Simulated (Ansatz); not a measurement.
# Ti, space group Im-3m: a convergence test of the plane-wave cutoff

Computed with the Ansatz DFT code, driven from Python.

The cells in order, each with its output:

**Cell 1**
```python
import csv

import ansatz
from ase import Atoms

FUNCTIONAL = 'PBEsol'
KGRID = (10, 10, 10)
SMEARING = 'Marzari-Vanderbilt'
WIDTH_EV = 0.05
```

**Cell 2**
```python
atoms = Atoms(
    ['Ti'],
    scaled_positions=[
        [0.0, 0.0, 0.0],
    ],
    cell=[
        [-1.641, 1.641, 1.641],
        [1.641, -1.641, 1.641],
        [1.641, 1.641, -1.641],
    ],
    pbc=True,
)
crystal = ansatz.Crystal.from_ase(atoms)
```

**Cell 3**
```python
len(crystal.resolved().sites)
```
Output:
```text
1
```

**Cell 4**
```python
calc = (
    crystal.calculation()
    .functional(FUNCTIONAL)
    .kpoints(*KGRID)
    .occupations(SMEARING, width=WIDTH_EV)
    .stress()
)
```

**Cell 5**
```python
rows = []
for value in [250, 325, 400, 475, 550, 625]:
    report = calc.basis(value).run().report
    rows.append((value, report['free_energy_ev'] / len(report['lattice']['sites']), report['n_iterations'], sum(report['stress_gpa'][i][i] for i in range(3)) / 3, report['n_pw']))
```
Output:
```text
DeckWarning: basis.ecutwfc = 250 eV is below the records' recommended 420 eV, and the density's cutoff is lower with it unless basis.ecutrho_ratio is high enough to keep the records' density cutoff: compare with a run at a higher cutoff
DeckWarning: basis.ecutwfc = 325 eV is below the records' recommended 420 eV, and the density's cutoff is lower with it unless basis.ecutrho_ratio is high enough to keep the records' density cutoff: compare with a run at a higher cutoff
DeckWarning: basis.ecutwfc = 400 eV is below the records' recommended 420 eV, and the density's cutoff is lower with it unless basis.ecutrho_ratio is high enough to keep the records' density cutoff: compare with a run at a higher cutoff
```

**Cell 6**
```python
with open('ecut.csv', 'w', newline='') as handle:
    writer = csv.writer(handle)
    writer.writerow(['cutoff (eV)', 'F/atom (eV)', 'iterations', 'P (GPa)', 'plane waves'])
    writer.writerows([round(v, 5) if isinstance(v, float) else v for v in row] for row in rows)
```

**Cell 7**
```python
# the last row is the reference
for row in rows[:-1]:
    shift = 1000 * (row[1] - rows[-1][1])
    print(f'{row[0]}: {shift:+.2f} meV/atom' + ('  (within 2 meV)' if abs(shift) < 2 else ''))
```
Output:
```text
250: +997.72 meV/atom
325: +40.68 meV/atom
400: +0.92 meV/atom  (within 2 meV)
475: +0.50 meV/atom  (within 2 meV)
550: +0.18 meV/atom  (within 2 meV)
```

It writes `ecut.csv`:
```csv
cutoff (eV),F/atom (eV),iterations,P (GPa),plane waves
250,-2472.77152,6,-7.64265,141
325,-2473.72856,5,-6.95757,225
400,-2473.76831,5,-6.99044,321
475,-2473.76874,5,-6.99393,429
550,-2473.76905,5,-6.99274,531
625,-2473.76923,5,-6.99299,627
```

From 400 eV on it stays within 2 meV an atom of the value at 625 eV; the first row (250 eV) is off by 997.7 meV and the last but one by 0.18 meV. The energy falls steadily, as expected when plane waves are added. The pressure moves from -7.64 to -6.99 GPa (the program's stress holds a Pulay correction, so it settles early).

Reading the output:
- For a metal this k-point mesh is coarse: on a finer one energies can move by several to tens of meV an atom and pressures by half a GPa or more, differences at one mesh by less.
- Pressure is positive in compression.
- This isn't the structure that Ti takes at ambient conditions.
- Warnings are shown shortened and without file and line.
- Shifts are counted from the last row, which is itself no proven limit.
- Wall time of the script: 3.4 s on 1 thread of Arm Neoverse V2, with other jobs on the host, peak memory 0.35 GiB.

(Lines on the test bed's own set-up are left out of the output.)
